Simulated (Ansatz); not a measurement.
# CH5BClN: the cost of one run

Program: Ansatz 0.2.0. Level of theory: RKS r2SCAN/def2-SVP. These are calculated values, not measurements.

### Step 1. The starting structure

Bond lengths: C1–B2 1.559 Å, B2–N3 1.505 Å, B2–Cl4 1.807 Å, C1–H5 1.099 Å, C1–H6 1.117 Å, C1–H7 1.152 Å, N3–H8 1.012 Å, N3–H9 1.090 Å. Angles: C1–B2–N3 119.8°, C1–B2–Cl4 119.6°, N3–B2–Cl4 120.5°, B2–C1–H5 112.9°, B2–C1–H6 113.1°, B2–C1–H7 108.6°, H5–C1–H6 111.7°, H5–C1–H7 105.9°, H6–C1–H7 103.9°, B2–N3–H8 109.6°, B2–N3–H9 108.4°, H8–N3–H9 103.4°.

Coordinates:

```xyz
9

C     0.1400    0.9985   -0.6455
B    -0.2924   -0.3996   -0.1074
N    -0.0569   -0.7506    1.3370
Cl   -1.0002   -1.6148   -1.2429
H     0.8227    0.9334   -1.5048
H     0.5421    1.6694    0.1514
H    -0.7957    1.5513   -1.0270
H    -0.2862   -1.7245    1.4913
H     1.0151   -0.7096    1.5308
```

### Step 2. Relaxing end A

input.yaml reads:

```yaml
crystal:
  periodic: [false, false, false]
  atoms:
    - { symbol: C, position_ang: [0.14, 0.9985, -0.6455] }
    - { symbol: B, position_ang: [-0.2924, -0.3996, -0.1074] }
    - { symbol: "N", position_ang: [-0.0569, -0.7506, 1.337] }
    - { symbol: Cl, position_ang: [-1.0002, -1.6148, -1.2429] }
    - { symbol: H, position_ang: [0.8227, 0.9334, -1.5048] }
    - { symbol: H, position_ang: [0.5421, 1.6694, 0.1514] }
    - { symbol: H, position_ang: [-0.7957, 1.5513, -1.027] }
    - { symbol: H, position_ang: [-0.2862, -1.7245, 1.4913] }
    - { symbol: H, position_ang: [1.0151, -0.7096, 1.5308] }
basis:
  gaussian: { orbitals: def2-SVP }
hamiltonian:
  xc: r2scan
relax:
  f_tol: 0.015
  max_steps: 40
```

Run with:

```sh
> ansatz run input.yaml --threads 2 --pin off --max-ram 3072MiB --backend cpu --events-out ev --progress --plain --runs-dir out
```

What time and memory should one allow on 2 threads of Arm Neoverse V1, shared host?

About 26 s, with a peak of 0.16 GiB.
